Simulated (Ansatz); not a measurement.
**La: response to strain**

Aim: deform La (equal xx and yy strain of -2 %) and compute stress, forces and field gradients with LAPW, PAW and all-electron datasets made for the crystal.

Program: Ansatz 0.2.0. Level of theory: DFT LDA, scalar-relativistic. These are calculated values, not measurements.

2 further runs of the same task are left out: 2 set aside as unsound or not needed.

### 1 Starting point

The structure is hexagonal, space group P6_3/mmc (No. 194). Conventional cell: a = 3.750 Å, b = 3.750 Å, c = 6.070 Å, α = 90.00°, β = 90.00°, γ = 120.00°. Around La (site symmetry -6m2) lie 12 La at 3.73 to 3.75 Å.

Coordinates:

```
CELL_PARAMETERS angstrom
3.75000 0.00000 0.00000
-1.87500 3.24760 0.00000
0.00000 0.00000 6.07000
ATOMIC_POSITIONS crystal
La 0.33333 0.66667 0.25000
La 0.66667 0.33333 0.75000
```

Atoms are numbered in the order of the input: La1, La2.

### 2 The deformed structure

Space group P6_3/mmc before, P6_3/mmc after.

### 3 All-electron LAPW

Input file input.yaml:

```yaml
crystal:
  lattice:
    - [3.6750020097, 0.0, 0.0]
    - [-1.8375010048, 3.1826450993, 0.0]
    - [0.0, 0.0, 6.07]
  atoms:
    - { symbol: La, position: [0.3333333333, 0.6666666667, 0.25] }
    - { symbol: La, position: [0.6666666667, 0.3333333333, 0.75] }
kpoints:
  mp_grid: { grid: [11, 11, 6] }
  band_path:
    path:
      - [0.0, 0.0, 0.0]
      - [0.5, 0.0, 0.0]
      - [0.3333333333, 0.3333333333, 0.0]
      - [0.0, 0.0, 0.0]
      - [0.0, 0.0, 0.5]
      - [0.5, 0.0, 0.5]
      - [0.3333333333, 0.3333333333, 0.5]
      - [0.0, 0.0, 0.5]
      - [0.5, 0.0, 0.5]
    npoints: 5
scf:
  occupations: { method: fermi_dirac, width: 0.05 }
hamiltonian:
  xc: lda
  pseudopotentials: { kind: all_electron, lapw: { basis_error: 0.00025 } }
output:
  forces: true
  stress: true
  eigenvalues: true
```

The run is started by

```bash
> ansatz run input.yaml --threads 1 --pin off --max-ram 3072MiB --backend cpu --events-out ev --progress --plain --runs-dir out
```

### 4 PAW on the default files

Input file input.yaml:

```yaml
crystal:
  lattice:
    - [3.6750020097, 0.0, 0.0]
    - [-1.8375010048, 3.1826450993, 0.0]
    - [0.0, 0.0, 6.07]
  atoms:
    - { symbol: La, position: [0.3333333333, 0.6666666667, 0.25] }
    - { symbol: La, position: [0.6666666667, 0.3333333333, 0.75] }
kpoints:
  mp_grid: { grid: [11, 11, 6] }
scf:
  occupations: { method: fermi_dirac, width: 0.05 }
hamiltonian:
  xc: lda
  pseudopotentials: { kind: paw }
output:
  forces: true
  stress: true
  eigenvalues: true
  efg: { contact_densities: true }
  write_density: true
  write_potential: true
  elf: true
  volumetric_format: npy
```

### 5 Datasets made for this crystal

Edit input.yaml of step 4 so:

```diff
@@ -14,3 +14,3 @@
   xc: lda
-  pseudopotentials: { kind: paw }
+  pseudopotentials: { kind: all_electron, datasets: crystal }
 output:
@@ -20,5 +20 @@
   efg: { contact_densities: true }
-  write_density: true
-  write_potential: true
-  elf: true
-  volumetric_format: npy
```

(Steps that only read results are left out.)

**Question.** What will these runs give? Wanted: pressure; largest shear or deviatoric stress.

The runs gave:

```
                                 quantity                                              value
                                 pressure  LAPW -2.17, PAW -2.20, crystal datasets -2.17 GPa
largest shear or deviatoric stress (LAPW)                                           0.22 GPa
```

What this shows: Against the undeformed cell the largest change of stress is +0.90 GPa, in the yy component (others tie with it), with the atoms carried along and not relaxed. PAW: stress within 0.04 GPa of LAPW. Crystal datasets: stress within 0.01 GPa of LAPW. Spin-orbit coupling is left out, though the cell holds La; in elements this heavy it can shift bands and gaps by tenths of an eV.
